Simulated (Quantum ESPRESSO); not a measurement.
A run of Quantum ESPRESSO 7.5:

File pw.in:

```
&CONTROL
  calculation = 'relax'
  prefix = 'pwscf'
  outdir = './tmp'
  pseudo_dir = './pseudo'
  tprnfor = .true.
  disk_io = 'low'
  nstep = 40
  forc_conv_thr = 0.0004
  etot_conv_thr = 1d-05
/
&SYSTEM
  ibrav = 0
  nat = 3
  ntyp = 2
  ecutwfc = 56
  ecutrho = 448
  nbnd = 19
  occupations = 'smearing'
  smearing = 'mp'
  degauss = 0.00734986
/
&ELECTRONS
  conv_thr = 6d-10
  electron_maxstep = 120
  mixing_beta = 0.5
/
&IONS
  ion_dynamics = 'bfgs'
/
ATOMIC_SPECIES
Co    58.9332 co_pbesol_v1.2.uspp.F.UPF
Si    28.0850 si_pbesol_v1.uspp.F.UPF
CELL_PARAMETERS angstrom
   2.2073798496    0.0000000000    3.0603763336
  -1.1036899248    1.9116470255    3.0603763336
  -1.1036899248   -1.9116470255    3.0603763336
ATOMIC_POSITIONS crystal
Co     0.0000000000    0.0000000000    0.0000000000
Si     0.2500000000    0.2500000000    0.2500000000
Si     0.7500000000    0.7500000000    0.7500000000
K_POINTS automatic
16 16 16 0 0 0
```

Potentials or basis: GBRV 1.5 PBEsol.

The run is started by

```bash
$ OMP_NUM_THREADS=1 pw.x -in pw.in > pw.out
```

Hardware: 1 thread of Intel(R) Xeon(R) Platinum 8375C CPU @ 2.90GHz (Ice Lake), on a shared host.

Question: How long does it take, and how much memory?

Answer: Run time: 22 min on 1 thread of Intel(R) Xeon(R) Platinum 8375C CPU @ 2.90GHz (Ice Lake), with other jobs on the host, peak memory 0.39 GiB. Counts: scf iterations 50, k pools 1, bands 19, ion steps 5, k points 417, g dense 41793.
